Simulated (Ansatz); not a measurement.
# GaH7OSi (built from SMILES O[SiH3].[GaH3]): search for a transition state, part 2 of 2

Ansatz 0.2.0, Gaussian basis; PBE0-D4.

### Step 7. Relaxing after a step of 0.30 Å one way along the mode

The input, downa/in.yaml:

```yaml
crystal:
  periodic: [false, false, false]
  atoms:
    - {symbol: Ga, position_ang: [-0.985767, 0.272483, -1.295591]}
    - {symbol: H, position_ang: [0.693743, 1.177605, -1.590032]}
    - {symbol: H, position_ang: [-0.853353, -1.087825, -1.964886]}
    - {symbol: H, position_ang: [-2.094063, 1.404800, -1.476647]}
    - {symbol: H, position_ang: [0.628792, 1.128271, -0.921861]}
    - {symbol: O, position_ang: [-0.084919, 0.430732, 0.381680]}
    - {symbol: Si, position_ang: [0.535780, -0.588584, 1.455999]}
    - {symbol: H, position_ang: [1.111926, 0.159074, 2.610482]}
    - {symbol: H, position_ang: [1.617229, -1.438258, 0.870244]}
    - {symbol: H, position_ang: [-0.569368, -1.458297, 1.930613]}
basis:
  gaussian: {orbitals: def2-TZVP}
hamiltonian: {xc: pbe0, dispersion: d4}
relax: {f_tol: 0.005, max_steps: 200}
```

Started as:

```sh
> ansatz run in.yaml --threads 4 --pin off --events-out ev --progress --plain --max-ram 9574MiB
```

The program printed:

```text
Functional definition: PBE0
  name "PBE0"
  cite "Adamo & Barone, J. Chem. Phys. 110, 6158 (1999) doi:10.1063/1.478522"
  cite "Perdew, Burke & Ernzerhof, Phys. Rev. Lett. 77, 3865 (1996) doi:10.1103/PhysRevLett.77.3865"
  parent pbe
  parameter a = 0.25
  parameter kappa = 0.804
  parameter beta = 0.06672455060314922
  exchange = (1 - a)*pbe_x(kappa = kappa, mu = beta*pi^2/3) + a*exact_x
  correlation = pbe_c(beta = beta)
1140 factors; their error is unknown
mean field evaluation 1: about -62398.8694 eV, gradient 6.1e1 eV
mean field evaluation 2: about -62377.6059 eV, gradient 1.2e2 eV
mean field evaluation 4: about -62404.6309 eV, gradient 7.9e0 eV
mean field evaluation 8: about -62404.9059 eV, gradient 3.2e-2 eV
mean field -62404.90594108 eV, -2293.3379937703 hartree, gradient 5.6e-5 eV, S^2 0.000000; 0 other end points of the search recorded, 0 dependent functions left out
the calculation of the forces begins
reference -62404.90597691 eV, -2293.3379950870 hartree; 30, 30 occupied and 128, 128 virtual orbitals, 1140 factors
relax step   1: F+E_penalty+E_count = -62405.07104181 eV  Δ(F+E_penalty+E_count) = +0.000e0 eV  max|allowed force component| = 5.202e0 eV/Å  Δτ_max = 0.0000 Å  (24 SCF iters, accepted)
these checks for a lower state are left out or cut short: starts, cluster_reference, orbital_swaps, neighbouring_geometries, increment
1140 factors; their error is unknown
mean field evaluation 16: about -62405.2398 eV, gradient 1.3e-1 eV
mean field -62405.46125605 eV, -2293.3584012190 hartree, gradient 5.7e-6 eV, S^2 0.000000; 0 other end points of the search recorded, 0 dependent functions left out
the calculation of the forces begins
reference -62405.46129217 eV, -2293.3584025463 hartree; 30, 30 occupied and 128, 128 virtual orbitals, 1140 factors
relax step   2: F+E_penalty+E_count = -62405.62554134 eV  Δ(F+E_penalty+E_count) = -5.545e-1 eV  max|allowed force component| = 8.851e-1 eV/Å  Δτ_max = 0.1946 Å  (29 SCF iters, accepted)
these checks for a lower state are left out or cut short: starts, cluster_reference, orbital_swaps, neighbouring_geometries, increment
1140 factors; their error is unknown
mean field -62405.67168818 eV, -2293.3661344571 hartree, gradient 2.5e-5 eV, S^2 0.000000; 0 other end points of the search recorded, 0 dependent functions left out
the calculation of the forces begins
reference -62405.67172449 eV, -2293.3661357913 hartree; 30, 30 occupied and 128, 128 virtual orbitals, 1140 factors
relax step   3: F+E_penalty+E_count = -62405.83574459 eV  Δ(F+E_penalty+E_count) = -2.102e-1 eV  max|allowed force component| = 1.087e0 eV/Å  Δτ_max = 0.1944 Å  (27 SCF iters, accepted)
[... from here on, the SCF cycles and remarks between the steps are left out ...]
relax step   4: F+E_penalty+E_count = -62405.90745498 eV  Δ(F+E_penalty+E_count) = -7.171e-2 eV  max|allowed force component| = 5.232e-1 eV/Å  Δτ_max = 0.1999 Å  (29 SCF iters, accepted)
relax step   5: F+E_penalty+E_count = -62405.97020714 eV  Δ(F+E_penalty+E_count) = -6.275e-2 eV  max|allowed force component| = 7.146e-1 eV/Å  Δτ_max = 0.1949 Å  (28 SCF iters, accepted)
relax step   6: F+E_penalty+E_count = -62405.91535765 eV  Δ(F+E_penalty+E_count) = +5.485e-2 eV  max|allowed force component| = 5.811e-1 eV/Å  Δτ_max = 0.1987 Å  (29 SCF iters, rejected (line search))
relax step   7: F+E_penalty+E_count = -62405.99251580 eV  Δ(F+E_penalty+E_count) = -2.231e-2 eV  max|allowed force component| = 1.743e-1 eV/Å  Δτ_max = 0.0958 Å  (27 SCF iters, accepted)
relax step   8: F+E_penalty+E_count = -62405.99792130 eV  Δ(F+E_penalty+E_count) = -5.406e-3 eV  max|allowed force component| = 5.949e-2 eV/Å  Δτ_max = 0.0764 Å  (27 SCF iters, accepted)
relax step   9: F+E_penalty+E_count = -62406.00003549 eV  Δ(F+E_penalty+E_count) = -2.114e-3 eV  max|allowed force component| = 2.125e-2 eV/Å  Δτ_max = 0.0495 Å  (29 SCF iters, accepted)
relax step  10: F+E_penalty+E_count = -62406.00133935 eV  Δ(F+E_penalty+E_count) = -1.304e-3 eV  max|allowed force component| = 2.584e-2 eV/Å  Δτ_max = 0.0432 Å  (28 SCF iters, accepted)
relax step  11: F+E_penalty+E_count = -62406.00168303 eV  Δ(F+E_penalty+E_count) = -3.437e-4 eV  max|allowed force component| = 1.265e-1 eV/Å  Δτ_max = 0.0599 Å  (29 SCF iters, accepted)
relax step  12: F+E_penalty+E_count = -62406.00220237 eV  Δ(F+E_penalty+E_count) = -5.193e-4 eV  max|allowed force component| = 5.637e-2 eV/Å  Δτ_max = 0.0179 Å  (28 SCF iters, accepted)
relax step  13: F+E_penalty+E_count = -62406.00303888 eV  Δ(F+E_penalty+E_count) = -8.365e-4 eV  max|allowed force component| = 4.508e-3 eV/Å  Δτ_max = 0.0524 Å  (27 SCF iters, accepted)
relax step  14: F+E_penalty+E_count = -62406.00329303 eV  Δ(F+E_penalty+E_count) = -2.542e-4 eV  max|allowed force component| = 7.270e-2 eV/Å  Δτ_max = 0.0231 Å  (28 SCF iters, accepted)
relax step  15: F+E_penalty+E_count = -62406.00340600 eV  Δ(F+E_penalty+E_count) = -1.130e-4 eV  max|allowed force component| = 1.532e-1 eV/Å  Δτ_max = 0.0302 Å  (30 SCF iters, accepted)
relax step  16: F+E_penalty+E_count = -62406.00386755 eV  Δ(F+E_penalty+E_count) = -4.616e-4 eV  max|allowed force component| = 9.907e-2 eV/Å  Δτ_max = 0.0198 Å  (29 SCF iters, accepted)
relax step  17: F+E_penalty+E_count = -62406.00539500 eV  Δ(F+E_penalty+E_count) = -1.527e-3 eV  max|allowed force component| = 1.523e-2 eV/Å  Δτ_max = 0.0778 Å  (28 SCF iters, accepted)
relax step  18: F+E_penalty+E_count = -62406.00677537 eV  Δ(F+E_penalty+E_count) = -1.380e-3 eV  max|allowed force component| = 6.870e-3 eV/Å  Δτ_max = 0.0803 Å  (29 SCF iters, accepted)
relax step  19: F+E_penalty+E_count = -62406.00642169 eV  Δ(F+E_penalty+E_count) = +3.537e-4 eV  max|allowed force component| = 1.914e-1 eV/Å  Δτ_max = 0.0499 Å  (28 SCF iters, rejected (line search))
relax step  20: F+E_penalty+E_count = -62406.00720115 eV  Δ(F+E_penalty+E_count) = -4.258e-4 eV  max|allowed force component| = 1.365e-2 eV/Å  Δτ_max = 0.0250 Å  (30 SCF iters, accepted)
relax step  21: F+E_penalty+E_count = -62406.00228461 eV  Δ(F+E_penalty+E_count) = +4.917e-3 eV  max|allowed force component| = 4.929e-1 eV/Å  Δτ_max = 0.0976 Å  (29 SCF iters, rejected (line search))
relax step  22: F+E_penalty+E_count = -62406.00808083 eV  Δ(F+E_penalty+E_count) = -8.797e-4 eV  max|allowed force component| = 2.194e-2 eV/Å  Δτ_max = 0.0488 Å  (28 SCF iters, accepted)
relax step  23: F+E_penalty+E_count = -62406.00799818 eV  Δ(F+E_penalty+E_count) = +8.266e-5 eV  max|allowed force component| = 1.792e-1 eV/Å  Δτ_max = 0.0488 Å  (28 SCF iters, rejected (line search))
relax step  24: F+E_penalty+E_count = -62406.00816289 eV  Δ(F+E_penalty+E_count) = -8.206e-5 eV  max|allowed force component| = 3.707e-2 eV/Å  Δτ_max = 0.0244 Å  (28 SCF iters, accepted)
relax step  25: F+E_penalty+E_count = -62406.00888979 eV  Δ(F+E_penalty+E_count) = -7.269e-4 eV  max|allowed force component| = 1.398e-2 eV/Å  Δτ_max = 0.0250 Å  (29 SCF iters, accepted)
relax step  26: F+E_penalty+E_count = -62406.00929286 eV  Δ(F+E_penalty+E_count) = -4.031e-4 eV  max|allowed force component| = 8.071e-2 eV/Å  Δτ_max = 0.0366 Å  (28 SCF iters, accepted)
relax step  27: F+E_penalty+E_count = -62406.00955090 eV  Δ(F+E_penalty+E_count) = -2.580e-4 eV  max|allowed force component| = 7.329e-2 eV/Å  Δτ_max = 0.0227 Å  (29 SCF iters, accepted)
relax step  28: F+E_penalty+E_count = -62406.00993718 eV  Δ(F+E_penalty+E_count) = -3.863e-4 eV  max|allowed force component| = 6.420e-2 eV/Å  Δτ_max = 0.0397 Å  (28 SCF iters, accepted)
relax step  29: F+E_penalty+E_count = -62406.01016695 eV  Δ(F+E_penalty+E_count) = -2.298e-4 eV  max|allowed force component| = 9.221e-2 eV/Å  Δτ_max = 0.0397 Å  (28 SCF iters, accepted)
relax step  30: F+E_penalty+E_count = -62406.01018580 eV  Δ(F+E_penalty+E_count) = -1.886e-5 eV  max|allowed force component| = 1.132e-1 eV/Å  Δτ_max = 0.0256 Å  (28 SCF iters, accepted)
relax step  31: F+E_penalty+E_count = -62406.01089635 eV  Δ(F+E_penalty+E_count) = -7.105e-4 eV  max|allowed force component| = 6.171e-3 eV/Å  Δτ_max = 0.0253 Å  (28 SCF iters, accepted)
relax step  32: F+E_penalty+E_count = -62406.01130784 eV  Δ(F+E_penalty+E_count) = -4.115e-4 eV  max|allowed force component| = 2.747e-2 eV/Å  Δτ_max = 0.0537 Å  (29 SCF iters, accepted)
relax step  33: F+E_penalty+E_count = -62406.01143330 eV  Δ(F+E_penalty+E_count) = -1.255e-4 eV  max|allowed force component| = 4.915e-2 eV/Å  Δτ_max = 0.0870 Å  (28 SCF iters, accepted)
relax step  34: F+E_penalty+E_count = -62406.01179389 eV  Δ(F+E_penalty+E_count) = -3.606e-4 eV  max|allowed force component| = 2.572e-2 eV/Å  Δτ_max = 0.0118 Å  (29 SCF iters, accepted)
relax step  35: F+E_penalty+E_count = -62406.01206330 eV  Δ(F+E_penalty+E_count) = -2.694e-4 eV  max|allowed force component| = 1.550e-2 eV/Å  Δτ_max = 0.0219 Å  (28 SCF iters, accepted)
relax step  36: F+E_penalty+E_count = -62406.01235662 eV  Δ(F+E_penalty+E_count) = -2.933e-4 eV  max|allowed force component| = 3.327e-2 eV/Å  Δτ_max = 0.0622 Å  (29 SCF iters, accepted)
relax step  37: F+E_penalty+E_count = -62406.01257133 eV  Δ(F+E_penalty+E_count) = -2.147e-4 eV  max|allowed force component| = 3.906e-2 eV/Å  Δτ_max = 0.0457 Å  (29 SCF iters, accepted)
relax step  38: F+E_penalty+E_count = -62406.01267980 eV  Δ(F+E_penalty+E_count) = -1.085e-4 eV  max|allowed force component| = 2.562e-2 eV/Å  Δτ_max = 0.0147 Å  (28 SCF iters, accepted)
relax step  39: F+E_penalty+E_count = -62406.01279210 eV  Δ(F+E_penalty+E_count) = -1.123e-4 eV  max|allowed force component| = 1.221e-2 eV/Å  Δτ_max = 0.0259 Å  (28 SCF iters, accepted)
relax step  40: F+E_penalty+E_count = -62406.01287453 eV  Δ(F+E_penalty+E_count) = -8.243e-5 eV  max|allowed force component| = 9.932e-3 eV/Å  Δτ_max = 0.0308 Å  (28 SCF iters, accepted)
relax step  41: F+E_penalty+E_count = -62406.01291193 eV  Δ(F+E_penalty+E_count) = -3.740e-5 eV  max|allowed force component| = 9.742e-3 eV/Å  Δτ_max = 0.0290 Å  (29 SCF iters, accepted)
relax step  42: F+E_penalty+E_count = -62406.01291869 eV  Δ(F+E_penalty+E_count) = -6.757e-6 eV  max|allowed force component| = 1.087e-2 eV/Å  Δτ_max = 0.0109 Å  (29 SCF iters, accepted)
relax step  43: F+E_penalty+E_count = -62406.01293087 eV  Δ(F+E_penalty+E_count) = -1.217e-5 eV  max|allowed force component| = 5.366e-3 eV/Å  Δτ_max = 0.0048 Å  (22 SCF iters, accepted)
these checks for a lower state are left out or cut short: starts, cluster_reference, orbital_swaps, neighbouring_geometries, increment
1140 factors; their error is unknown
mean field -62405.85453730 eV, -2293.3728540381 hartree, gradient 5.7e-5 eV, S^2 0.000000; 0 other end points of the search recorded, 0 dependent functions left out
the calculation of the forces begins
reference -62405.85457404 eV, -2293.3728553885 hartree; 30, 30 occupied and 128, 128 virtual orbitals, 1140 factors
relax step  44: F+E_penalty+E_count = -62406.01293461 eV  Δ(F+E_penalty+E_count) = -3.740e-6 eV  max|allowed force component| = 1.767e-3 eV/Å  Δτ_max = 0.0019 Å  (20 SCF iters, accepted)
1140 factors; their error is unknown
mean field evaluation 320: about -62405.6307 eV, gradient 1.4e-1 eV
mean field -62405.85453730 eV, -2293.3728540381 hartree, gradient 5.7e-5 eV, S^2 0.000000; 1 other end points of the search recorded, 0 dependent functions left out
the calculation of the forces begins
reference -62405.85457404 eV, -2293.3728553885 hartree; 30, 30 occupied and 128, 128 virtual orbitals, 1140 factors
Total energy: -62406.01297135 eV, -2293.3786763822 hartree
Atom 0 at    -1.043906     0.152591    -1.119667 Å, force     0.001289     0.001576     0.000254 eV/Å
Atom 1 at     1.055599     1.422773    -1.841812 Å, force     0.000274    -0.000173    -0.000069 eV/Å
Atom 2 at    -0.400972    -0.931085    -2.041151 Å, force    -0.000621    -0.000394     0.000167 eV/Å
Atom 3 at    -2.077036     1.264054    -1.462627 Å, force    -0.000484    -0.000391     0.000143 eV/Å
Atom 4 at     0.707816     1.985685    -1.486626 Å, force    -0.000140     0.000236     0.000027 eV/Å
Atom 5 at    -0.626722     0.062172     0.617420 Å, force    -0.000158    -0.001743     0.000019 eV/Å
Atom 6 at     0.358531    -0.786855     1.595033 Å, force     0.001033     0.000822    -0.001767 eV/Å
Atom 7 at     1.413626     0.100585     2.157527 Å, force    -0.000745     0.000726     0.001276 eV/Å
Atom 8 at     1.032413    -1.898694     0.861399 Å, force    -0.000790    -0.001099    -0.000043 eV/Å
Atom 9 at    -0.419348    -1.371225     2.720506 Å, force     0.000344     0.000440    -0.000006 eV/Å
Dipole moment:     0.008433     0.088067    -0.341253 e Å
```

It took 100 s on 4 threads of Arm Neoverse V1, shared host.

Along the way: (not every step is listed) (the energy doesn't fall at every step)

```csv
step,energy from step 1 (eV),largest force component (eV/Å)
1,0.0000,5.2022
2,-0.5545,0.8851
3,-0.7647,1.0875
4,-0.8364,0.5232
5,-0.8992,0.7146
6,-0.8443,0.5811
7,-0.9215,0.1743
8,-0.9269,0.0595
9,-0.9290,0.0213
12,-0.9312,0.0564
15,-0.9324,0.1532
18,-0.9357,0.0069
21,-0.9312,0.4929
24,-0.9371,0.0371
27,-0.9385,0.0733
30,-0.9391,0.1132
33,-0.9404,0.0492
36,-0.9413,0.0333
39,-0.9417,0.0122
40,-0.9418,0.0099
41,-0.9419,0.0097
42,-0.9419,0.0109
43,-0.9419,0.0054
44,-0.9419,0.0018
```

Distances of close pairs at the start and the end, largest changes first:

```csv
bond,before (Å),after (Å),change (Å)
Ga1–H5,1.865,2.562,+0.697
Ga1–H2,1.930,2.558,+0.627
Ga1–O6,1.910,1.789,-0.122
H2–H5,0.673,0.751,+0.078
Ga1–H3,1.522,1.561,+0.039
Ga1–H4,1.595,1.556,-0.039
O6–Si7,1.606,1.627,+0.021
Si7–H10,1.484,1.488,+0.003
```

### Step 8. Relaxing after a step of 0.30 Å the other way along the mode

The input, downb/in.yaml:

```yaml
crystal:
  periodic: [false, false, false]
  atoms:
    - {symbol: Ga, position_ang: [-0.939821, 0.423759, -1.514666]}
    - {symbol: H, position_ang: [0.525174, 1.193686, -1.731630]}
    - {symbol: H, position_ang: [-0.854782, -1.115770, -1.960797]}
    - {symbol: H, position_ang: [-2.133783, 1.372551, -1.470374]}
    - {symbol: H, position_ang: [0.582092, 0.808150, -0.416547]}
    - {symbol: O, position_ang: [0.075389, 0.558241, 0.286163]}
    - {symbol: Si, position_ang: [0.575942, -0.562780, 1.450315]}
    - {symbol: H, position_ang: [1.118293, 0.175271, 2.610377]}
    - {symbol: H, position_ang: [1.621129, -1.438308, 0.869247]}
    - {symbol: H, position_ang: [-0.569633, -1.414799, 1.877912]}
basis:
  gaussian: {orbitals: def2-TZVP}
hamiltonian: {xc: pbe0, dispersion: d4}
relax: {f_tol: 0.005, max_steps: 200}
```

Started as:

```sh
> ansatz run in.yaml --threads 4 --pin off --events-out ev --progress --plain --max-ram 9574MiB
```

The program printed, cut to the lines that bear on the results:

```text
[... 5 set-up lines as earlier in the session ...]
[...]
1140 factors; their error is unknown
[...]
mean field -62404.88417751 eV, -2293.3371939736 hartree, gradient 6.3e-5 eV, S^2 0.000000; 0 other end points of the search recorded, 0 dependent functions left out
[...]
reference -62404.88421458 eV, -2293.3371953359 hartree; 30, 30 occupied and 128, 128 virtual orbitals, 1140 factors
relax step   1: F+E_penalty+E_count = -62405.04413490 eV  Δ(F+E_penalty+E_count) = +0.000e0 eV  max|allowed force component| = 5.354e0 eV/Å  Δτ_max = 0.0000 Å  (24 SCF iters, accepted)
[...]
Atom 0 at    -0.777252     0.378776    -1.577892 Å, force     0.000315     0.002417    -0.000869 eV/Å
Atom 1 at     0.372028     1.046693    -2.428378 Å, force    -0.000254    -0.000393     0.000097 eV/Å
Atom 2 at    -0.751506    -1.191827    -1.384960 Å, force     0.000013    -0.001068     0.000363 eV/Å
Atom 3 at    -2.130301     1.148141    -1.362598 Å, force    -0.000038    -0.000288    -0.000258 eV/Å
Atom 4 at     0.813174     1.425047     0.321043 Å, force     0.001770     0.001505     0.000512 eV/Å
Atom 5 at     0.163138     0.719183     0.354868 Å, force    -0.002803    -0.003190     0.000535 eV/Å
Atom 6 at     0.511147    -0.621492     1.314955 Å, force     0.001178     0.001993     0.000244 eV/Å
Atom 7 at     1.130336    -0.105269     2.561642 Å, force     0.000026    -0.000354    -0.000893 eV/Å
Atom 8 at     1.453716    -1.526001     0.619756 Å, force    -0.000097    -0.000602     0.000319 eV/Å
Atom 9 at    -0.784480    -1.273251     1.581564 Å, force    -0.000110    -0.000019    -0.000049 eV/Å
Dipole moment:     0.451912     0.074789     0.582614 e Å
```

It took 52 s on 4 threads of Arm Neoverse V1, shared host.

Step by step:

```csv
step,energy from step 1 (eV),largest force component (eV/Å)
1,0.0000,5.3543
2,-0.5255,0.7464
3,-0.6228,1.1905
4,-0.6978,0.9864
5,-0.7694,0.6105
6,-0.8045,0.1683
7,-0.8140,0.0966
8,-0.8168,0.0709
9,-0.8212,0.1091
10,-0.8251,0.0355
11,-0.8258,0.0145
12,-0.8265,0.0703
13,-0.8264,0.0347
14,-0.8269,0.0139
15,-0.8272,0.0186
16,-0.8274,0.0284
17,-0.8275,0.0260
18,-0.8276,0.0178
19,-0.8276,0.0113
20,-0.8276,0.0115
21,-0.8276,0.0032
```

Distances of close pairs at the start and the end, largest changes first:

```csv
bond,before (Å),after (Å),change (Å)
Ga1–H5,1.916,2.689,+0.773
Ga1–O6,2.072,2.176,+0.105
Ga1–H2,1.669,1.578,-0.091
H5–O6,0.902,0.960,+0.059
Ga1–H4,1.526,1.571,+0.046
Ga1–H3,1.605,1.583,-0.023
Si7–H10,1.490,1.475,-0.016
Si7–H8,1.478,1.485,+0.007
```

### Step 9. The three structures

```csv
pair,start side (Å),saddle (Å),end side (Å)
Ga1–O6,2.176,1.991,1.789
H2–H5,2.810,1.015,0.751
Ga1–H2,1.578,1.800,2.558
H5–O6,0.960,1.266,3.148
```

### Step 10. What came out

The summary covers parts 1 to 2.

```
                       quantity                                                        value
                 imaginary mode                                                   1274i cm⁻¹
    barrier from the start side                                                     0.807 eV
      barrier from the end side                                                     0.948 eV
             energy of the step                                                    -0.141 eV
              pairs that change  Ga1–O6 tightened, H2–H5 formed, Ga1–H2 broken, H5–O6 broken
zero-point energy at the saddle                                                     1.544 eV
```

What this shows: The point has a single imaginary mode (1274i cm⁻¹), as a transition state must. Going downhill both ways gives the intended start and end. At PBE0-D4/def2-TZVP the electronic barrier is 0.807 eV, about 31 kT at 298 K, and the step runs 0.141 eV downhill. With so stiff a mode tunnelling counts: Wigner's rough correction is a factor of 2.6 at 298 K. A step off the saddle overshot and began above it in energy, so the link to its end is likely but not proven. Lower complexes than these ends may exist.
